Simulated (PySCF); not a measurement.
# SiF3 (trifluorosilyl): USVWN5/aug-cc-pVDZ

What is the energy change on altering one bond length of SiF3 (trifluorosilyl) at USVWN5/aug-cc-pVDZ? Input form: a Python script.

The results are computed with PySCF 2.14.0.

1 further run of the same task is left out (set aside as unsound or not needed).

### 1 The system as given

The species is SiF3 (4 atoms), meant as a doublet with charge 0. SMILES: `F[Si](F)F`. The coordinates come from a GFN2-xTB relaxation.

Bond lengths: F1–Si2 1.590 Å, Si2–F3 1.590 Å, Si2–F4 1.590 Å. Angles: F1–Si2–F3 104.5°, F1–Si2–F4 104.3°, F3–Si2–F4 104.5°.

### 2 The energy at USVWN5/aug-cc-pVDZ

The input, job.py:

```python
from pyscf import gto, dft

system = gto.M(
    atom='''
F    0.787890  -0.508980   1.119030
Si  -0.325240   0.244050   0.268860
F   -0.962750  -0.889100  -0.646850
F    0.500100   1.154030  -0.741040
''',
    verbose=4,
    basis='aug-cc-pvdz',
    charge=0,
    max_memory=1860,
    spin=1,
)

ks = dft.UKS(system, xc='svwn')
ks.conv_tol = 1e-10
ks.grids.level = 5
ks.kernel()
if not ks.converged:
    ks = ks.newton().run(ks.mo_coeff, ks.mo_occ)

e_tot = ks.e_tot
print('E(%s) = %.9f' % ('SVWN5', e_tot))
```

On the command line:

```sh
$ OMP_NUM_THREADS=1 python job.py
```

Output:

```text
PySCF version 2.14.0

[INPUT] num. atoms = 4
[INPUT] num. electrons = 41
[INPUT] charge = 0
[INPUT] spin (= nelec alpha-beta = 2S) = 1
[INPUT] symmetry False subgroup None
[INPUT] Mole.unit = angstrom
[INPUT] Symbol           X                Y                Z      unit          X                Y                Z       unit  Magmom
[INPUT]  1 F      0.787890000000  -0.508980000000   1.119030000000 AA    1.488896316284  -0.961832802881   2.114660225172 Bohr   0.0
[INPUT]  2 Si    -0.325240000000   0.244050000000   0.268860000000 AA   -0.614614524754   0.461187660700   0.508071765851 Bohr   0.0
[INPUT]  3 F     -0.962750000000  -0.889100000000  -0.646850000000 AA   -1.819333826425  -1.680155497351  -1.222369343675 Bohr   0.0
[INPUT]  4 F      0.500100000000   1.154030000000  -0.741040000000 AA    0.945052034895   2.180800639532  -1.400362647348 Bohr   0.0

[... 84 lines left out ...]
converged SCF energy = -586.128570779044  <S^2> = 0.75078132  2S+1 = 2.0007812
E(SVWN5) = -586.128570779
```

It took 16 s on 1 thread of Arm Neoverse V1, shared host; peak memory 0.33 GiB.

### 3 The distorted shape, same level

The input, calc.py:

```python
from pyscf import gto, dft

mol = gto.M(
    atom=[
    ('F', (0.954867, -0.621939, 1.246561)),
    ('Si', (-0.325240, 0.244050, 0.268860)),
    ('F', (-0.962750, -0.889100, -0.646850)),
    ('F', (0.500100, 1.154030, -0.741040)),
],
    max_memory=1860,
    spin=1,
    verbose=3,
    charge=0,
    basis='aug-cc-pvdz',
)

mf = dft.UKS(mol)
mf.xc = 'svwn'
mf.grids.level = 5
mf.conv_tol = 1e-10
mf.kernel()
if not mf.converged:
    mf = mf.newton().run(mf.mo_coeff, mf.mo_occ)

e_final = mf.e_tot
print('E(%s) = %.9f' % ('SVWN5', e_final))
```

On the command line:

```sh
$ OMP_NUM_THREADS=1 python calc.py
```

Output:

```text
converged SCF energy = -586.114667435958  <S^2> = 0.75088688  2S+1 = 2.0008867
E(SVWN5) = -586.114667436
```

Run time: 17 s. Hardware: 1 thread of Arm Neoverse V1, shared host; peak memory 0.33 GiB.

### 4 What came out

Level: USVWN5/aug-cc-pVDZ.

| quantity | value |
| --- | --- |
| first shape: total energy | -586.12857 Eh |
| first shape: dipole moment | 1.59 D |
| first shape: HOMO energy (highest over α and β) | -7.03 eV |
| first shape: LUMO energy (lowest over α and β) | -5.49 eV |
| first shape: ⟨S²⟩ | 0.751 |
| distorted shape: total energy | -586.11467 Eh |
| distorted shape: dipole moment | 2.22 D |
| distorted shape: HOMO energy (highest over α and β) | -7.47 eV |
| distorted shape: LUMO energy (lowest over α and β) | -6.05 eV |
| distorted shape: ⟨S²⟩ | 0.751 |
| energy change with the F1–Si2 bond stretched from 1.590 to 1.829 Å | 0.378 eV |

What this shows: With the F1–Si2 bond stretched from 1.590 to 1.829 Å the energy rises by 0.38 eV (36.5 kJ/mol). The first shape isn't relaxed at this level, so the change isn't measured from a minimum. Mulliken charges (distorted shape) run from -0.43 on F4 to +1.30 on Si2; in a basis this large or diffuse they mean little.
